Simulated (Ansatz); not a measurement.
This script makes cell relaxations under several functionals of MoS2, space group P-6m2 with the Python package of Ansatz (0.2.0).

`mos2.py`
```python
"""Relaxed cell of MoS2 under several functionals."""

import warnings

import ansatz as az
import numpy as np

def edges_and_angles(cell):
    cell = np.asarray(cell)
    a, b, c = np.linalg.norm(cell, axis=1)
    cosines = cell[1] @ cell[2] / (b * c), cell[0] @ cell[2] / (a * c), cell[0] @ cell[1] / (a * b)
    return (a, b, c, *np.degrees(np.arccos(cosines)))


def main() -> None:
    warnings.simplefilter("ignore", az.DeckWarning)

    lattice = az.Lattice.of(
        [3.184126, 0.0, 0.0],
        [-1.592063, 2.757534, 0.0],
        [0.0, 0.0, 17.3346],
    )
    sites = [
        ("Mo", [0.0, 0.0, 0.0]),
        ("S", [1 / 3, 2 / 3, 0.089493]),
        ("S", [1 / 3, 2 / 3, 0.910507]),
    ]
    cell = az.Crystal(lattice=lattice)
    for symbol, position in sites:
        cell = cell.atom(symbol, position)

    model = (
        cell.calculation()
        .occupations("fermi_dirac", width=0.1)
        .kpoints(12, 12, 2)
        .relax(cell=True, force_tolerance=0.01, max_steps=100)
    )

    levels = [("r2scan", "d4"), ("r2scan", "rvv10"), ("lda", "none")]
    print("level            a       b       c    alpha   beta  gamma  V/atom  steps")
    for name, dispersion in levels:
        seen = []
        run = model.functional(name, dispersion=dispersion).session().plan()
        out = run.execute(on_event=lambda e: seen.append(e) if e["event"] == "relax_step" else None)
        cell = out.lattice.cell_ang
        label = name if dispersion == "none" else f"{name}+{dispersion}"
        print("{:13s} {:7.4f} {:7.4f} {:7.4f} {:6.2f} {:6.2f} {:6.2f}".format(label, *edges_and_angles(cell)), f"{abs(np.linalg.det(cell)) / len(out.lattice.sites):7.3f} {len(seen):5d}")


if __name__ == "__main__":
    main()
```

Rank the levels of theory by the volume of the relaxed cell.

From smallest to largest: LDA (48.72 Å³ an atom, -4.0 % against the start), r2SCAN+RVV10 (50.38 Å³ an atom, -0.7 % against the start) and r2SCAN+D4 (50.41 Å³ an atom, -0.6 % against the start). The spread is 3.5 % in volume.

The output:

```console
$ python mos2.py
level            a       b       c    alpha   beta  gamma  V/atom  steps
r2scan+d4      3.1742  3.1742 17.3312  90.00  90.00 120.00  50.410     4
r2scan+rvv10   3.1732  3.1732 17.3309  90.00  90.00 120.00  50.376     4
lda            3.1200  3.1200 17.3388  90.00  90.00 120.00  48.724     5
```

No spin polarisation was allowed. The cell holds layers, chains or clusters in vacuum, no bulk phase. Points of the mesh across the vacuum add cost only. This cell is a computed structure, which may not be the phase found in nature. Hardware and time: 3 min on 1 thread of Intel(R) Xeon(R) Processor @ 2.30GHz (shared host), peak memory 1.1 GiB.
